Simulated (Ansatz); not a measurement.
## Eu3Te under changes of volume

One of the cells (34.264 Å³/atom); the others are scaled copies at fixed shape and fractional positions:

```
CELL_PARAMETERS angstrom
5.15586 0.00000 0.00000
0.00000 5.15586 0.00000
0.00000 0.00000 5.15586
ATOMIC_POSITIONS crystal
Eu 0.50000 0.50000 0.00000
Eu 0.50000 0.00000 0.50000
Eu 0.00000 0.50000 0.50000
Te 0.00000 0.00000 0.00000
```

The cell comes from a database or a generator and needn't be the stable form of this composition.

| Property | Result |
| --- | --- |
| Program | Ansatz 0.2.0 |
| Functional | PBE |
| Potentials or basis | Ansatz PAW |
| Cutoff | 420 eV (not typed: the program's choice for these potentials) |
| k mesh | 5 × 5 × 5 |
| Occupations | fermi-dirac, width 0.05 eV |
| Spin | collinear spin, ferromagnetic start |
| Starting moments | [7.0, 7.0, 7.0, 0.0] μB |

```csv
volume (Å³/atom),energy over the lowest point (meV/atom),pressure (GPa),moment (μB per cell)
32.209,0.94,0.4,22.66
32.894,0.00,-0.1,22.64
33.579,0.96,-0.5,22.64
34.264,3.73,-0.9,22.64
34.950,8.11,-1.2,22.65
35.635,?,?,?
36.320,21.02,-1.8,22.68
```

Question: What does the run at 35.635 Å³/atom give?

Answer: Energy over the lowest point 13.93 meV/atom; pressure -1.5 GPa; moment 22.67 μB per cell.

Worked out: A Birch-Murnaghan fit of order 3 (a polynomial in V^(-2/3)) to the other rows has its minimum at 32.88 Å³/atom with B0 = V·E''(V) = 22 GPa and B' = 3.9. It gives 13.91 meV/atom at 35.635 Å³/atom, against the run's 13.93, and -dE/dV = -1.5 GPa, against -1.5. A parabola through the other rows of the moment, of slope 0.0246 μB per Å³/atom there, gives 22.66 μB, against the run's 22.67.

Energies are extrapolated to zero smearing.

Caveats: without U or exact exchange the open f shell lies at the Fermi level, which spoils levels, moments and volumes.
